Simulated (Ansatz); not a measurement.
**CH₄OSb+: single points off equilibrium**

One table from this session's results is given with a row withheld; the runs are named, their logs left out.

Method: single points in def2-TZVPP; program: Ansatz 0.2.0, Gaussian basis.

Correlated methods freeze the cores. Filled d shells of the heavier atoms are correlated. Core potentials replace the inner electrons past krypton, and spin-orbit coupling is left out.

## Where the work starts

7 atoms, charge 1, spin multiplicity 1.

Atoms are counted from 1 here; the program's logs count them from 0.

Bond lengths: C1–Sb2 2.012 Å, C1–H4 1.086 Å, C1–H5 1.067 Å, Sb2–O3 1.887 Å, Sb2–H6 1.686 Å, O3–H7 0.965 Å. Angles: Sb2–C1–H4 113.9°, Sb2–C1–H5 114.1°, H4–C1–H5 118.0°, C1–Sb2–O3 104.0°, C1–Sb2–H6 128.9°, O3–Sb2–H6 104.1°, Sb2–O3–H7 121.0°.

As a file:

```
C    -1.0256    0.4118   -1.0093
Sb    0.0709    0.2634    0.6710
O     1.2476   -1.1704    0.3241
H    -1.2828   -0.5457   -1.4523
H    -1.7798    1.1656   -0.9713
H     1.0447    1.4271    1.4069
H     1.7722   -1.5653    1.0310
```

Set-up of the first run:

run/in.yaml

```yaml
crystal:
  periodic: [false, false, false]
  atoms:
    - {symbol: C, position_ang: [-1.025600, 0.411800, -1.009300]}
    - {symbol: Sb, position_ang: [0.070900, 0.263400, 0.671000]}
    - {symbol: O, position_ang: [1.247600, -1.170400, 0.324100]}
    - {symbol: H, position_ang: [-1.282800, -0.545700, -1.452300]}
    - {symbol: H, position_ang: [-1.779800, 1.165600, -0.971300]}
    - {symbol: H, position_ang: [1.044700, 1.427100, 1.406900]}
    - {symbol: H, position_ang: [1.772200, -1.565300, 1.031000]}
basis:
  gaussian: {orbitals: def2-TZVPP}
total_charge: 1
correlation: {method: ccsd_t}
output: {forces: true}
```

No record of the launch command was kept for these runs.

Steps of the session up to this table: CCSD(T)/def2-TZVPP; PBE0-D4/def2-TZVPP; wB97M-V/def2-TZVPP; r2SCAN-D4/def2-TZVPP; PBE-D4/def2-TZVPP; LC-wPBE/def2-TZVPP; r2SCANh-D4/def2-TZVPP.

One table of the session follows, with a row left open; its other results are not shown here.

| method | RMS force component (eV/Å) | angle to CCSD(T) forces (°) |
| --- | --- | --- |
| CCSD(T) | 0.353 | reference |
| PBE0-D4 | 0.439 | 17.8 |
| wB97M-V | 0.454 | 17.9 |
| r2SCAN-D4 | 0.403 | 16.4 |
| PBE-D4 | ? | ? |
| LC-wPBE | 0.594 | 28.5 |
| r2SCANh-D4 | 0.408 | 16.7 |

**Question.** Estimate the row for PBE-D4.

**Answer.** RMS force component (eV/Å): 0.481; angle to CCSD(T) forces (°): 31.3. In the column «RMS force component (eV/Å)» it lies between wB97M-V (0.454) and LC-wPBE (0.594).
